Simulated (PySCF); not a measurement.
# C2H6O2Pb (Pb(OCH3)22+): the cost of one run

Program: PySCF 2.14.0. Level of theory: several levels, as the steps say, no spin–orbit coupling. These are calculated values, not measurements.

1 further run of the same task is left out (for a known fault of the program).

## Step 1: The system as given

11 atoms, charge 2, spin multiplicity 1.

Bond lengths: Pb1–O2 2.218 Å, Pb1–O7 2.218 Å, O2–C3 1.332 Å, C3–H4 1.122 Å, C3–H5 1.156 Å, C3–H6 1.103 Å, O7–C8 1.332 Å, C8–H9 1.122 Å, C8–H10 1.156 Å, C8–H11 1.103 Å. Angles: O2–Pb1–O7 101.5°, Pb1–O2–C3 143.3°, O2–C3–H4 114.8°, O2–C3–H5 103.0°, O2–C3–H6 116.6°, H4–C3–H5 94.5°, H4–C3–H6 116.4°, H5–C3–H6 107.5°, Pb1–O7–C8 143.3°, O7–C8–H9 114.8°, O7–C8–H10 103.0°, O7–C8–H11 116.6°, H9–C8–H10 94.5°, H9–C8–H11 116.4°, H10–C8–H11 107.5°.

Coordinates:

```xyz
11
C2H6O2Pb
Pb    0.00000    0.00000   -0.28557
O     1.71635    0.07496    1.11758
C     3.04317   -0.01941    1.18725
H     3.60137    0.84250    0.73495
H     3.26916    0.28813    2.27840
H     3.47577   -1.02115    1.02846
O    -1.71635   -0.07496    1.11758
C    -3.04317    0.01941    1.18725
H    -3.60137   -0.84250    0.73495
H    -3.26916   -0.28813    2.27840
H    -3.47577    1.02115    1.02846
```

Formal oxidation states: Pb +4. An earlier session relaxed this geometry at PBE0, Pb def2-SVP with ECP60, O def2-SVP, C def2-SVP, H def2-SVP (singlet, point group C2).

At PBE0 on the finer grid: E = -421.868007 Eh, HOMO -17.20 eV, LUMO -15.81 eV, Mulliken charge on Pb1 +1.41 e, largest force component 0.016 eV/Å. The gap is small, and the closed shell wasn't tested for a lower spin-broken solution.

Levels to run: HF; TPSS; PBE0, TZVP. Hardware: 2 threads of Arm Neoverse V2, shared host.

## Step 2: HF

run.py (the lines that set the calculation)

```python
mol = gto.M(atom='''
Pb     0.00000     0.00000    -0.28557
O      1.71635     0.07496     1.11758
C      3.04317    -0.01941     1.18725
H      3.60137     0.84250     0.73495
H      3.26916     0.28813     2.27840
H      3.47577    -1.02115     1.02846
O     -1.71635    -0.07496     1.11758
C     -3.04317     0.01941     1.18725
H     -3.60137    -0.84250     0.73495
H     -3.26916    -0.28813     2.27840
H     -3.47577     1.02115     1.02846''',
    basis={'Pb': 'def2-SVP', 'O': 'def2-SVP', 'C': 'def2-SVP', 'H': 'def2-SVP'},
    ecp={'Pb': 'def2-SVP'},
    charge=2, spin=0)
mf = scf.RHF(mol)
mf = mf.density_fit()  # fitting sets: Pb def2-universal-JKFIT, O def2-universal-JKFIT, C def2-universal-JKFIT, H def2-universal-JKFIT
mf.conv_tol = 1e-08; mf.max_cycle = 55
mf.kernel(dm0)  # dm0: the density of the relaxed state
```

The run is started by

```console
$ OMP_NUM_THREADS=2 python run.py
```

**Question.** How long does this run take on 2 threads of Arm Neoverse V2, shared host?

About 2.1 s.
